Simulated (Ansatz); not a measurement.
**ClH4NSi2: how energies converge with the basis set**

Aim: see how fast density functionals converge with the basis set for ClH4NSi2.

Computed with Ansatz 0.2.0, Gaussian basis. Level: one geometry, several basis sets.

The runs, in order: PBE0-D4/def2-SVP; ωB97M-V/def2-SVP; PBE0-D4/def2-QZVPP; ωB97M-V/def2-QZVPP; the functionals' def2-TZVPP values are taken from earlier runs.

## Step 1: Structure used throughout

The geometry comes from an earlier relaxation with PBE0-D4 in a triple-zeta def2 set; it is a stationary point, not always the lowest conformer.

SMILES `Cl[SiH]1N[SiH2]1`, 8 atoms, charge 0, spin multiplicity 1.

Atoms are counted from 1 here; the program's logs count them from 0.

Bond lengths: Cl1–Si2 2.057 Å, Si2–N3 1.710 Å, Si2–Si4 2.223 Å, Si2–H5 1.480 Å, N3–Si4 1.742 Å, N3–H6 1.006 Å, Si4–H7 1.487 Å, Si4–H8 1.486 Å. Angles: Cl1–Si2–N3 117.4°, Cl1–Si2–Si4 123.9°, Cl1–Si2–H5 105.3°, N3–Si2–Si4 50.6°, N3–Si2–H5 118.1°, Si4–Si2–H5 129.3°, Si2–N3–Si4 80.2°, Si2–N3–H6 140.8°, Si4–N3–H6 139.0°, Si2–Si4–N3 49.3°, Si2–Si4–H7 126.0°, Si2–Si4–H8 123.1°, N3–Si4–H7 116.8°, N3–Si4–H8 117.0°, H7–Si4–H8 109.5°.

## Step 2: PBE0-D4 in def2-SVP

File in.yaml:

```yaml
crystal:
  periodic: [false, false, false]
  atoms:
    - {symbol: Cl, position_ang: [-1.363678, 2.317025, 0.743762]}
    - {symbol: Si, position_ang: [-0.245521, 1.013417, -0.388457]}
    - {symbol: N, position_ang: [0.863700, 0.006763, 0.436045]}
    - {symbol: Si, position_ang: [-0.268486, -1.193926, -0.122955]}
    - {symbol: H, position_ang: [0.254426, 1.814141, -1.527763]}
    - {symbol: H, position_ang: [1.700941, 0.060548, 0.991986]}
    - {symbol: H, position_ang: [0.241331, -2.195767, -1.096110]}
    - {symbol: H, position_ang: [-1.090612, -1.879101, 0.907792]}
basis:
  gaussian: {orbitals: def2-SVP}
hamiltonian: {xc: pbe0, dispersion: d4}
output: {orbitals: {seedname: orbitals}}
```

On the command line:

```
$ ansatz run in.yaml --threads 2 --pin off --events-out ev --progress --plain --max-ram 4352MiB
```

After this run come: ωB97M-V in def2-SVP; PBE0-D4 in def2-QZVPP; ωB97M-V in def2-QZVPP.

**Question.** What will the summary of the whole plan be? Wanted: PBE0-D4: double and triple zeta above quadruple; ωB97M-V: double and triple zeta above quadruple.

As calculated:

| quantity | value |
| --- | --- |
| PBE0-D4: double and triple zeta above quadruple | 12.89, 1.00 eV |
| ωB97M-V: double and triple zeta above quadruple | 12.85, 0.94 eV |

In words: PBE0-D4 gains 11.89 eV from double to triple zeta, then 1.00 eV more. Total energies overstate the basis error of differences, where much of it tends to cancel. The LUMO of ωB97M-V is positive and keeps falling with the basis (1.39 to 0.79 eV): an unbound level that the basis holds in place.
